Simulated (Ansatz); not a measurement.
# C₂H₄AlClSi: up Jacob's ladder to CCSD(T)

One table from this session's results is given with a row withheld; the runs are named, their logs left out.

Computed with Ansatz 0.2.0, Gaussian basis. Level: functionals in def2-TZVPP, the program's frozen cores in correlated methods.

Levels to be run: LDA (SPW92), PBE-D4, revPBE-D4, BLYP-D4, r2SCAN-D4, B97M-V, PBE0-D4, B3LYP-D4, r2SCANh-D4, r2SCAN0-D4, HSE06-D4, BHLYP-D4, CAM-B3LYP-D4, LC-ωPBE, ωB97X-V, ωB97M-V, B2PLYP, PBE-QIDH; CCSD(T)/def2-SVP; CCSD(T)/def2-TZVPP; MP2/def2-QZVPP; extrapolation to the limit; RPA on PBE.

## Structure used throughout

The geometry comes from an earlier relaxation with PBE0-D4 in a triple-zeta def2 set; it is a stationary point, not always the lowest conformer.

SMILES `C#C[SiH2][AlH][Cl]`, 9 atoms, charge 0, spin multiplicity 1.

Atoms are counted from 1 here; the program's logs count them from 0.

Bond lengths: C1–C2 1.207 Å, C1–H6 1.066 Å, C2–Si3 1.825 Å, Si3–Al4 2.451 Å, Si3–H7 1.488 Å, Si3–H8 1.488 Å, Al4–Cl5 2.104 Å, Al4–H9 1.579 Å. Angles: C2–C1–H6 179.3°, C1–C2–Si3 176.7°, C2–Si3–Al4 109.1°, C2–Si3–H7 108.7°, C2–Si3–H8 108.7°, Al4–Si3–H7 111.1°, Al4–Si3–H8 111.1°, H7–Si3–H8 107.9°, Si3–Al4–Cl5 116.2°, Si3–Al4–H9 126.8°, Cl5–Al4–H9 117.0°.

Set-up of the first run:

in.yaml

```yaml
crystal:
  periodic: [false, false, false]
  atoms:
    - {symbol: C, position_ang: [-0.625578, 1.777551, 1.849475]}
    - {symbol: C, position_ang: [-0.379650, 0.718339, 1.325709]}
    - {symbol: Si, position_ang: [0.008893, -0.831953, 0.444015]}
    - {symbol: Al, position_ang: [0.479936, -0.323267, -1.906603]}
    - {symbol: Cl, position_ang: [0.958192, -1.963498, -3.134690]}
    - {symbol: H, position_ang: [-0.845472, 2.706826, 2.323343]}
    - {symbol: H, position_ang: [-1.149737, -1.757597, 0.570778]}
    - {symbol: H, position_ang: [1.181042, -1.473698, 1.099392]}
    - {symbol: H, position_ang: [0.460874, 1.100998, -2.588420]}
basis:
  gaussian: {orbitals: def2-TZVPP}
hamiltonian: {xc: lda}
output: {orbitals: {seedname: orbitals}}
```

Steps of the session up to this table: LDA; PBE-D4 (GGA); revPBE-D4 (GGA); BLYP-D4 (GGA); r2SCAN-D4 (meta-GGA); B97M-V (meta-GGA); PBE0-D4 (hybrid); B3LYP-D4 (hybrid); r2SCANh-D4 (hybrid); r2SCAN0-D4 (hybrid); HSE06-D4 (hybrid); BHLYP-D4 (hybrid); CAM-B3LYP-D4 (range-separated); LC-ωPBE (range-separated); ωB97X-V (range-separated); ωB97M-V (range-separated); B2PLYP (double hybrid); PBE-QIDH (double hybrid).

One table of the session follows, with a row left open; its other results are not shown here.

It belongs to the step «Frontier levels by functional». 

| functional | HOMO (eV) | LUMO (eV) | gap (eV) |
| --- | --- | --- | --- |
| LDA (SPW92) | -6.57 | -3.01 | 3.56 |
| PBE-D4 | -6.46 | -2.80 | 3.67 |
| revPBE-D4 | -6.42 | -2.70 | 3.72 |
| BLYP-D4 | -6.32 | -2.64 | 3.67 |
| r2SCAN-D4 | -6.69 | -2.58 | 4.11 |
| B97M-V | -6.73 | -2.73 | 4.00 |
| PBE0-D4 | -7.55 | -2.05 | 5.50 |
| B3LYP-D4 | -7.35 | -2.22 | 5.13 |
| r2SCANh-D4 | -7.09 | -2.31 | 4.78 |
| r2SCAN0-D4 | -7.69 | -1.93 | 5.77 |
| HSE06-D4 | -7.16 | -2.42 | 4.74 |
| BHLYP-D4 | -8.53 | -1.23 | 7.30 |
| CAM-B3LYP-D4 | ? | ? | ? |
| LC-ωPBE | -10.10 | -0.01 | 10.09 |
| ωB97X-V | -9.76 | -0.11 | 9.65 |
| ωB97M-V | -9.53 | -0.36 | 9.17 |

Estimate the missing values for CAM-B3LYP-D4.

As computed: HOMO (eV): -8.80; LUMO (eV): -1.06; gap (eV): 7.74. In the column «HOMO (eV)» it lies between ωB97M-V (-9.53) and BHLYP-D4 (-8.53).
